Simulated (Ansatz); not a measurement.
# Al₂Ru: a line through a two-coordinate scan

One table from this session's results is given with a row withheld; the runs are named, their logs left out.

Method: DFT PBEsol, scalar-relativistic, plane waves, PAW, in Ansatz 0.2.0.

28 further runs of the same task are left out: 28 set aside as unsound or not needed.

### Starting point

Symmetry: I4/mmm, No. 139, tetragonal system. Conventional cell: a = 3.121 Å, b = 3.121 Å, c = 8.422 Å, α = 90.00°, β = 90.00°, γ = 90.00°. Al (site symmetry 4mm) has 5 Ru at 2.58 to 2.87 Å and 5 Al at 2.68 to 2.69 Å as nearest neighbours. Around Ru (site symmetry 4/mmm) lie 10 Al at 2.58 to 2.87 Å.

Coordinates:

```xyz
3
Lattice="-1.5606 1.5606 4.2110 1.5606 -1.5606 4.2110 1.5606 1.5606 -4.2110" Properties=species:S:1:pos:R:3 pbc="T T T"
Al    0.0000    0.0000    5.5508
Al    0.0000    0.0000    2.8713
Ru    0.0000    0.0000    0.0000
```

It goes back to an entry of the Materials Project, which need not be the stable form.

This cell was relaxed beforehand with the same method: volume 13.68 Å³/atom, gap on the mesh none (metal).

### What is varied

The energy is mapped over volume and a fixed ferromagnetic moment.

- volume per atom: 7 values from 10.26 to 17.09 Å³
- total spin moment of the cell, held fixed: 9 values from 0.000 to 1.500 μB

Nothing else is relaxed (shape and fractional coordinates fixed). Points are written as (first, second).

The first run:

The input, input.yaml:

```yaml
crystal:
  lattice:
    - [-1.4179163248, 1.4179163248, 3.8259392533]
    - [1.4179163248, -1.4179163248, 3.8259392533]
    - [1.4179163248, 1.4179163248, -3.8259392533]
  atoms:
    - { symbol: Al, position: [0.6590805105, 0.6590805105, 0.0] }
    - { symbol: Al, position: [0.3409194895, 0.3409194895, 0.0] }
    - { symbol: Ru, position: [0.0, 0.0, 0.0], spin: 0.938 }
basis:
  ecutwfc: 420
kpoints:
  mp_grid: { grid: [20, 20, 20] }
hamiltonian:
  xc: pbesol
  pseudopotentials: { kind: paw, azcp: { folder: soft_1 } }
scf:
  occupations: { method: gaussian, width: 0.15 }
  lower_state_search: "off"
output:
  forces: true
  stress: true
  eigenvalues: true
  populations: true
magnetization:
  spin_polarized: true
  initial_magnetization: 0.9375
  spin_locking: { lock_magnetization: hard }
```

Run with:

```sh
> ansatz run input.yaml --threads 4 --pin off --max-ram 8192MiB --backend cpu --events-out ev --progress --plain --runs-dir out
```

Among the steps run: Point (10.26 Å³, 0.938 μB); Point (11.40 Å³, 0.938 μB); Grid point (12.54 Å³, 0.938 μB); Grid point (13.68 Å³, 0.938 μB); The run at (14.81 Å³, 0.938 μB); Grid point (15.95 Å³, 0.938 μB); Point (17.09 Å³, 0.938 μB).

One of the session's tables, all rows but one given; the rest of the session is left out.

It belongs to the step «The line in numbers». 

| volume per atom (Å³) | energy (meV/atom) | pressure (GPa) | largest force on an atom (eV/Å) |
| --- | --- | --- | --- |
| 10.26 | 870 | 100 | 1.25 |
| 11.40 | ? | ? | ? |
| 12.54 | 85 | 22 | 0.09 |
| 13.68 | 0 | 3 | 0.24 |
| 14.81 | 27 | −10 | 0.46 |
| 15.95 | 126 | −18 | 0.61 |
| 17.09 | 270 | −23 | 0.71 |

Estimate the missing values for volume per atom (Å³) = 11.40.

Worked estimate for «energy (meV/atom)». A straight line through the neighbours (10.26, 870) and (12.54, 85) gives 870 + (85 − 870) × (11.40 − 10.26) / (12.54 − 10.26) = 477; a parabola fitted to 3 rows on both sides gives 375.

**Answer.** energy (meV/atom): 342; pressure (GPa): 52; largest force on an atom (eV/Å): 0.56. In «energy (meV/atom)» the line misses by +135 and the parabola by +33.

Energies count from the lowest point of the line.

Along the line the energy is lowest at 13.68 Å³. Three points round the minimum, joined by a parabola, put the minimum at 13.970 Å³, with a curvature of about 86 meV/atom per (Å³)². The highest point computed, at 10.26 Å³, lies 870 meV/atom above the lowest.

Limits of these values: Warnings in the runs' records: pseudo functional mismatch, stress scf threshold loose.
